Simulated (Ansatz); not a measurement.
Turn this script for Ansatz 0.2.0 through its Python package into the input file that the command-line program reads.

Script `limg3_vcrelax.py`:
```python
"""Cell relaxation of LiMg3."""

import argparse

import ansatz as az
from ase import Atoms
from ase.data import atomic_numbers
from ase.io import write
from ase.neighborlist import neighbor_list
import numpy as np
import spglib

parser = argparse.ArgumentParser(description="Cell relaxation of LiMg3.")
parser.add_argument("--xc", required=True, help="exchange-correlation functional")
parser.add_argument("--force-tol", type=float, default=0.01, help="force threshold (eV/A)")
args = parser.parse_args()

def edges_and_angles(cell):
    cell = np.asarray(cell)
    a, b, c = np.linalg.norm(cell, axis=1)
    cosines = cell[1] @ cell[2] / (b * c), cell[0] @ cell[2] / (a * c), cell[0] @ cell[1] / (a * b)
    return (a, b, c, *np.degrees(np.arccos(cosines)))

lattice = az.Lattice.of(
    [4.411069, 0.0, 0.0],
    [0.0, 4.411069, 0.0],
    [0.0, 0.0, 4.411069],
)
sites = [
    ("Li", [0.0, 0.0, 0.0]),
    ("Mg", [0.5, 0.5, 0.0]),
    ("Mg", [0.5, 0.0, 0.5]),
    ("Mg", [0.0, 0.5, 0.5]),
]
crystal = az.Crystal(lattice=lattice)
for symbol, position in sites:
    crystal = crystal.atom(symbol, position)

# edges free, angles fixed
base = crystal.calculation()
base = base.functional(args.xc)
base = base.basis(17 * az.Ha)
base = base.kpoints(6).occupations(az.OccupationsMethod.COLD)
base = base.relax(force_tolerance=args.force_tol, fix_cell=["angles"])
steps = []


def collect(event):
    if event["event"] == "relax_step":
        steps.append(event["data"])


outcome = base.session().plan().execute(on_event=collect)
report = outcome.report
for s in steps:
    flag = "" if s["accepted"] else "  (rejected)"
    print("step %2d  E = %.5f eV  largest force component = %.4f eV/A%s" % (s["step"], s["lagrangian_ev"], s["allowed_force_max_ev_ang"], flag))

first, last = steps[0], steps[-1]
symbols = [site.symbol for site in outcome.lattice.sites]
print(f"energy gained {first['lagrangian_ev'] - last['lagrangian_ev']:.4f} eV in {len(steps) - 1} steps")
for label, vectors in (("before", first["cell_ang"]), ("after", outcome.lattice.cell_ang)):
    print(label, "a b c (A) {:.4f} {:.4f} {:.4f}  angles {:.2f} {:.2f} {:.2f}".format(*edges_and_angles(vectors)), f" V = {abs(np.linalg.det(vectors)):.3f} A^3")
print("final stress xx yy zz (GPa, compression positive):", np.round(np.diag(report["stress_gpa"]), 3) + 0.0)

relaxed = Atoms(symbols, positions=[site.position_ang for site in outcome.lattice.sites], cell=outcome.lattice.cell_ang, pbc=True)
write("relaxed.extxyz", relaxed, format="extxyz")

fractions = [site.position_frac for site in outcome.lattice.sites]
numbers = [atomic_numbers[s] for s in symbols]
for tolerance in (1e-3, 1e-2, 1e-1):
    print(f"space group at {tolerance} A:", spglib.get_spacegroup((outcome.lattice.cell_ang, fractions, numbers), symprec=tolerance))

final = Atoms(symbols, positions=last["positions_ang"], cell=outcome.lattice.cell_ang, pbc=True)
i, j, d = neighbor_list("ijd", final, 4.5)
print("neighbours within 1.1 times the shortest distance of each atom (A)")
for atom in range(len(final)):
    near = [m for m in np.argsort(d) if i[m] == atom]
    shell = [m for m in near if d[m] < 1.1 * d[near[0]]]
    print(f"{symbols[atom]}{atom} ({len(shell)}):", ", ".join(f"{symbols[j[m]]} {d[m]:.3f}" for m in shell))

print("atom   start x y z (A)              end x y z (A)")
for symbol, a, b in zip(symbols, first["positions_ang"], last["positions_ang"]):
    print(f"{symbol:3s}", " ".join(f"{v:8.4f}" for v in a), "  ", " ".join(f"{v:8.4f}" for v in b))

for key in ("converged", "n_iterations", "n_electrons", "n_kpoints", "n_pw", "n_symmetry_ops", "free_energy_ev", "fermi_energy_ev"):
    print(f"{key:18s} {report[key]}")
```

```console
$ python limg3_vcrelax.py --xc pbesol
step  1  E = -5939.25857 eV  largest force component = 0.0000 eV/A
step  2  E = -5939.25865 eV  largest force component = 0.0000 eV/A
step  3  E = -5939.25866 eV  largest force component = 0.0000 eV/A
energy gained 0.0001 eV in 2 steps
before a b c (A) 4.4111 4.4111 4.4111  angles 90.00 90.00 90.00  V = 85.829 A^3
after a b c (A) 4.4156 4.4156 4.4156  angles 90.00 90.00 90.00  V = 86.093 A^3
final stress xx yy zz (GPa, compression positive): [0.002 0.002 0.002]
space group at 0.001 A: Pm-3m (221)
space group at 0.01 A: Pm-3m (221)
space group at 0.1 A: Pm-3m (221)
neighbours within 1.1 times the shortest distance of each atom (A)
Li0 (12): Mg 3.122, Mg 3.122, Mg 3.122, Mg 3.122, Mg 3.122, Mg 3.122, Mg 3.122, Mg 3.122, Mg 3.122, Mg 3.122, Mg 3.122, Mg 3.122
Mg1 (12): Mg 3.122, Mg 3.122, Mg 3.122, Mg 3.122, Mg 3.122, Mg 3.122, Mg 3.122, Li 3.122, Li 3.122, Mg 3.122, Li 3.122, Li 3.122
Mg2 (12): Mg 3.122, Mg 3.122, Li 3.122, Mg 3.122, Mg 3.122, Li 3.122, Mg 3.122, Mg 3.122, Li 3.122, Li 3.122, Mg 3.122, Mg 3.122
Mg3 (12): Mg 3.122, Mg 3.122, Li 3.122, Li 3.122, Mg 3.122, Mg 3.122, Li 3.122, Mg 3.122, Li 3.122, Mg 3.122, Mg 3.122, Mg 3.122
atom   start x y z (A)              end x y z (A)
Li    0.0000   0.0000   0.0000      0.0000  -0.0000  -0.0000
Mg    2.2055   2.2055   0.0000      2.2078   2.2078  -0.0000
Mg    2.2055   0.0000   2.2055      2.2078  -0.0000   2.2078
Mg    0.0000   2.2055   2.2055      0.0000   2.2078   2.2078
converged          True
n_iterations       4
n_electrons        33.0
n_kpoints          20
n_pw               1935
n_symmetry_ops     48
free_energy_ev     -5939.25865523682
fermi_energy_ev    4.8031702976515325
```

`input.yaml`:
```yaml
crystal:
  lattice:
    - [4.411069, 0.0, 0.0]
    - [0.0, 4.411069, 0.0]
    - [0.0, 0.0, 4.411069]
  atoms:
    - { symbol: Li, position: [0.0, 0.0, 0.0] }
    - { symbol: Mg, position: [0.5, 0.5, 0.0] }
    - { symbol: Mg, position: [0.5, 0.0, 0.5] }
    - { symbol: Mg, position: [0.0, 0.5, 0.5] }
basis:
  ecutwfc: 462.5935661818
kpoints:
  mp_grid: { grid: [6, 6, 6] }
hamiltonian:
  xc: pbesol
scf:
  occupations: { method: cold }
relax:
  f_tol: 0.01
  cell: { fix: [angles] }
```

The program run on that file:
```console
$ ansatz run input.yaml --threads 1 --pin off --max-ram 3072MiB --backend cpu --events-out ev --progress --plain --runs-dir out
Engine: ansatz 0.2.0, x86_64-unknown-linux-gnu
Pseudopotentials: kind: paw
Pseudopotential: Li, paw, valence charge 3, recommended cutoff 420 eV (normal), Li.paw.azcp
Pseudopotential: Mg, paw, valence charge 10, recommended cutoff 420 eV (normal), Mg.paw.azcp
Functional definition: PBEsol
  exchange = pbesol_x
  correlation = pbesol_c
Crystal: 4 atoms, lattice volume = 85.829 Å³
Basis set: ecut = 462.5935661818 eV, 1935 PW (Γ), exchange–correlation on 64×64×64 points (8 copies of the dense FFT grid, shifted against one another)
Bands: 21, of which v1, the nominal top of the filled ones, is band 17 counted from 1 (16 counted from 0)
Symmetry: 48 space group operations
Space group: Pm-3m (ITA 221), of the structure as read, at distance tolerance 4.4e-5 Å
k-points: 20 of 216
Non-local potential: Li, projectors of the file, l = 0: 3, l = 1: 2, l = 2: 1
Non-local potential: Mg, projectors of the file, l = 0: 3, l = 1: 2, l = 2: 1
PAW form: soft (Blöchl's): semilocal exchange-correlation on the pseudo side does not see the compensation charge
PAW frozen core: Mg, regenerated for the run's functional, and the local potential with it (the file was generated under x = pbe(κ = 0.804, μ = 0.2195149727645171), c = pbe(β = 0.06672455060314922))
PAW one-centre angular grid: Li, 110 points (default); XC on 64 Gauss nodes
PAW one-centre angular grid: Mg, 110 points (default); XC on 64 Gauss nodes
Initial density: superposition of atomic densities (neutral atoms: chi_scale 0, normalization atom), corrected by the library's trained network
Initial wavefunctions: pseudopotential atomic-orbital guess
Functional: x = pbesol(κ = 0.804, μ = 0.12345679012345678), c = pbesol(β = 0.046)
SCF iter   1: F=—  HF=-5939.261625 eV  |F-HF|=—  |Δ(HF+E_count)|=         —  Δρ=1.94e-3  dr2=1.67e-3  ethr=1.77e-3  ⟨swp⟩=6.2  Hψ=1961  notcnv=0
preconditioner: auto → Resta (q_TF=auto, 2.327 Å⁻¹)  ε∞=5.3  [insulator: Δε(μ)=0.211 eV  Ē_g=5.116 eV  σ=0.100 eV  W_gap=0.77  n_scr=18 (ndim 8)  ℏωp=10.6 eV  f_vac=0.000  D(μ)=0.85/eV (n_scr^D=0)  ε∞_Penn≈5.3]
SCF iter   2: F=—  HF=-5939.259003 eV  |F-HF|=—  |Δ(HF+E_count)|=   2.62e-3  S|Δr|=    0.00e0  Δρ=7.89e-4  dr2=3.84e-4  ethr=5.07e-6  ⟨swp⟩=2.1  Hψ=874  notcnv=0
SCF iter   3: F=—  HF=-5939.258707 eV  |F-HF|=—  |Δ(HF+E_count)|=   2.96e-4  S|Δr|=    0.00e0  Δρ=1.58e-4  dr2=2.70e-5  ethr=1.16e-6  ⟨swp⟩=2.0  Hψ=741  notcnv=0
SCF iter   4: F=—  HF=-5939.258575 eV  |F-HF|=—  |Δ(HF+E_count)|=   1.32e-4  S|Δr|=    0.00e0  Δρ=5.15e-5  dr2=9.57e-7  ethr=8.19e-8  ⟨swp⟩=2.0  Hψ=746  notcnv=0
SCF iter   5: F=—  HF=-5939.258574 eV  |F-HF|=—  |Δ(HF+E_count)|=   1.10e-6  S|Δr|=    0.00e0  Δρ=1.83e-5  dr2=1.21e-7  ethr=3.03e-10  ⟨swp⟩=4.0  Hψ=1495  notcnv=0
SCF iter   6: F=-5939.258574 eV  HF=-5939.258574 eV  |F-HF|=8.30e-9  |Δ(HF+E_count)|=   1.27e-7  S|Δr|=    0.00e0  Δρ=4.20e-6  dr2=8.96e-9  ethr=3.03e-10  ⟨swp⟩=3.8  Hψ=1199  notcnv=0
SCF 1 converged in 6 iterations: F = -5939.258574 eV  dr2 = 8.96e-9
  greatest PAW one-centre occupation: 1.000 electrons in one spin orbital (limit 2), on the Mg atom at site 3 (counted from 0), in its partial waves of l = 0
relax step   1: F+E_penalty+E_count = -5939.25857393 eV  Δ(F+E_penalty+E_count) = +0.000e0 eV  max|allowed force component| = 3.357e-29 eV/Å  Δτ_max = 0.0000 Å  P = +0.099 GPa  Ω = 85.829 Å³  fix = [alpha, beta, gamma]  (6 SCF iters, dr2 threshold 1.00e-7 eV, accepted)
Crystal: 4 atoms, lattice volume = 86.093 Å³
Initial density: handed on by an earlier stage of this run
Initial wavefunctions: those handed on with the density
iter 1 solved again at ethr=1.11e-8 eV; its pass at ethr=3.10e-3 eV (dr2=3.67e-6 eV) is discarded
SCF iter   1: F=—  HF=-5939.258776 eV  |F-HF|=—  |Δ(HF+E_count)|=         —  Δρ=3.86e-5  dr2=3.68e-6  ethr=1.11e-8  ⟨swp⟩=2.1  Hψ=2270  notcnv=0
preconditioner: auto → Resta (q_TF=auto, 2.325 Å⁻¹)  ε∞=5.3  [insulator: Δε(μ)=0.209 eV  Ē_g=5.107 eV  σ=0.100 eV  W_gap=0.77  n_scr=18 (ndim 8)  ℏωp=10.6 eV  f_vac=0.000  D(μ)=0.83/eV (n_scr^D=0)  ε∞_Penn≈5.3]
SCF iter   2: F=—  HF=-5939.258651 eV  |F-HF|=—  |Δ(HF+E_count)|=   1.26e-4  S|Δr|=    0.00e0  Δρ=2.44e-5  dr2=1.50e-6  ethr=1.11e-8  ⟨swp⟩=1.2  Hψ=425  notcnv=0
SCF iter   3: F=-5939.258650 eV  HF=-5939.258650 eV  |F-HF|=7.91e-9  |Δ(HF+E_count)|=   7.55e-7  S|Δr|=    0.00e0  Δρ=3.55e-6  dr2=1.54e-8  ethr=7.41e-11  ⟨swp⟩=3.1  Hψ=1652  notcnv=0
SCF 2 converged in 3 iterations: F = -5939.258650 eV  dr2 = 1.54e-8
  greatest PAW one-centre occupation: 1.000 electrons in one spin orbital (limit 2), on the Mg atom at site 2 (counted from 0), in its partial waves of l = 0
relax step   2: F+E_penalty+E_count = -5939.25864982 eV  Δ(F+E_penalty+E_count) = -7.589e-5 eV  max|allowed force component| = 1.291e-29 eV/Å  Δτ_max = 0.0000 Å  P = +0.002 GPa  Ω = 86.093 Å³  energy of the carried Pulay correction = -6.814e-6 eV  fix = [alpha, beta, gamma]  (3 SCF iters, dr2 threshold 2.45e-8 eV, accepted)
Initial wavefunctions: pseudopotential atomic-orbital guess (no wavefunctions were taken with the density)
iter 1 solved again at ethr=1.19e-8 eV; its pass at ethr=3.10e-3 eV (dr2=3.92e-6 eV) is discarded
SCF iter   1: F=—  HF=-5939.258780 eV  |F-HF|=—  |Δ(HF+E_count)|=         —  Δρ=3.92e-6  dr2=1.42e-8  ethr=1.19e-8  ⟨swp⟩=3.5  Hψ=3174  notcnv=0
preconditioner: auto → Resta (q_TF=auto, 2.325 Å⁻¹)  ε∞=5.3  [insulator: Δε(μ)=0.208 eV  Ē_g=5.106 eV  σ=0.100 eV  W_gap=0.77  n_scr=18 (ndim 8)  ℏωp=10.6 eV  f_vac=0.000  D(μ)=0.83/eV (n_scr^D=0)  ε∞_Penn≈5.3]
SCF iter   2: F=—  HF=-5939.258655 eV  |F-HF|=—  |Δ(HF+E_count)|=   1.25e-4  S|Δr|=    0.00e0  Δρ=2.33e-6  dr2=7.55e-9  ethr=4.31e-11  ⟨swp⟩=2.0  Hψ=755  notcnv=0
SCF iter   3: F=—  HF=-5939.258655 eV  |F-HF|=—  |Δ(HF+E_count)|=   3.03e-9  S|Δr|=    0.00e0  Δρ=5.37e-7  dr2=2.04e-10  ethr=2.29e-11  ⟨swp⟩=2.0  Hψ=689  notcnv=0
SCF iter   4: F=-5939.258655 eV  HF=-5939.258655 eV  |F-HF|=1.18e-11  |Δ(HF+E_count)|=  2.73e-12  S|Δr|=    0.00e0  Δρ=2.15e-7  dr2=2.39e-11  ethr=1.00e-12  ⟨swp⟩=4.2  Hψ=1494  notcnv=0
SCF 3 converged in 4 iterations: F = -5939.258655 eV  dr2 = 2.39e-11
relax step   3: F+E_penalty+E_count = -5939.25865524 eV  Δ(F+E_penalty+E_count) = -5.421e-6 eV  max|allowed force component| = 9.627e-30 eV/Å  Δτ_max = 0.0000 Å  P = +0.002 GPa  Ω = 86.093 Å³  fix = [alpha, beta, gamma]  stress off target by 1.58e-3 GPa on what of the cell is left free  SCF on the basis re-selected at this cell (its energy is not comparable with the rows above)  (4 SCF iters)
basis re-selected at this cell: Δ(F+E_penalty+E_count) = -5.421e-6 eV, ΔP = +0.000 GPa vs the last step (what re-selecting the basis moved, of the pressure what is left beyond the Pulay correction that the steps carried, after the strain that the cell walked since its last selection, with what the two solves' SCF thresholds leave and, on support functions, any second-order correction that the steps lacked; it is no measure of the basis error at this ecutwfc). This SCF's stress stands 1.58e-3 GPa from its target on what of the cell is left free (relax.cell.stress_tol is 5.00e-2 GPa) and its largest allowed force component is 9.63e-30 eV/Å (relax.f_tol is 1.00e-2 eV/Å): within both
SCF converged after 4 iterations
Stability not checked: this state was not tested for a lower state beside it, because cold or Methfessel-Paxton smearing, or corrected tetrahedra, fill the levels in a way that the test cannot read (fill_not_monotonic; see scf.lower_state_search)
Free energy (F): -5939.258655 eV
Harris-Foulkes:  -5939.258655 eV  (|F-HF|=1.18e-11)
Internal energy: -5939.258068 eV  (E = F + TS)
E sigma→0 (E₀):  -5939.258459 eV
Entropy (-TS):   -0.000588 eV (-0.147 meV/atom)
Fermi energy:    4.803170 eV
--- Per-component energies (eV) ---
  E_band       = -1171.364093
  E_kinetic    = 246.087468
  E_local      = -5167.854259  (includes V_loc(G=0)·N_el)
  E_nonlocal   = 256.080407
  E_hartree    = 1854.561356
  E_xc         = -94.494653
  E_vxc        = -122.507511  (∫ρ·V_xc dr)
  E_paw        = -863.408798  (= ΣΔE_a)
  E_vpaw       = -92.292898  (= ΣTr[D̂ρ^β])
  E_aug_tail   = -0.000027  (compensation charges beyond the density's cutoff)
  E_ewald      = -2170.406149
  E_core_change = 0.176587  (= ΣΔE_core)
  E_smearing   = -0.000588  (= −TS)
  E_closure    = 0.000000  (closes the sum)
  Σ components = -5939.258655   (vs F -5939.258655, Δ=0.00e0)
--- Forces (eV/Å), atoms counted from 1 ---
  atom   1  Li    -0.00000000     0.00000000     0.00000000
  atom   2  Mg    -0.00000000    -0.00000000     0.00000000
  atom   3  Mg     0.00000000    -0.00000000     0.00000000
  atom   4  Mg     0.00000000    -0.00000000    -0.00000000
  max |Σ_I F_I| component: 2.04e-29 eV/Å
--- Stress (GPa, compression-positive) ---
        0.001581       0.000000      -0.000000
        0.000000       0.001581      -0.000000
       -0.000000      -0.000000       0.001581
  P = ⅓ Tr σ = 0.0016 GPa (0.016 kbar)
--- Relaxed structure (2 steps of the walk, 2 accepted, 1 SCFs on fresh bases) ---
  F+E_penalty+E_count = -5939.25865524 eV   max|allowed force component| = 9.627e-30 eV/Å   (the final SCF, on the basis selected at the relaxed cell)
  cell:  # Å, volume = 86.0927 Å³
    - [4.415590330765357, -3.399942902173143e-98, -6.799885804346287e-98]
    - [-3.399942902173143e-98, 4.415590330765357, 0.0]
    - [-6.799885804346287e-98, 0.0, 4.415590330765357]
  atoms:
    - { symbol: Li, position: [2.487215821759914e-36, -1.3750750328872667e-36, -2.4161525125667736e-37] }
    - { symbol: Mg, position: [0.5, 0.5, -1.4212661838628087e-38] }
    - { symbol: Mg, position: [0.5, 3.3044438774810282e-37, 0.5] }
    - { symbol: Mg, position: [-6.9642043009277605e-37, 0.5, 0.5] }
```

What to keep in mind:
- Absolute energies stand on the zero of these potentials, so only differences at equal settings mean something. A total without «per atom» is that of the cell as typed.
- Forces vanish by symmetry, so the ions can't move, and the end may be a saddle.
- The mesh is modest for a metal, so energies can be off by several to tens of meV an atom and pressures by half a GPa or more; differences at equal mesh fare better.
- The zero of the levels is a convention of the potentials, so an absolute Fermi energy is no work function.
- Energies along a relaxation are free energies. Rows at an unchanged volume are solved on a plane-wave basis chosen afresh for that cell, so the energy jumps there and such rows are no steps of the walk.
- This cell is a computed structure, which may not be the phase found in nature.
- Timing: 6.3 s on 1 thread of Intel(R) Xeon(R) Platinum 8375C CPU @ 2.90GHz (Ice Lake), with other jobs on the host, peak memory 0.49 GiB.

(Lines on the test bed's own set-up are left out of the output.)
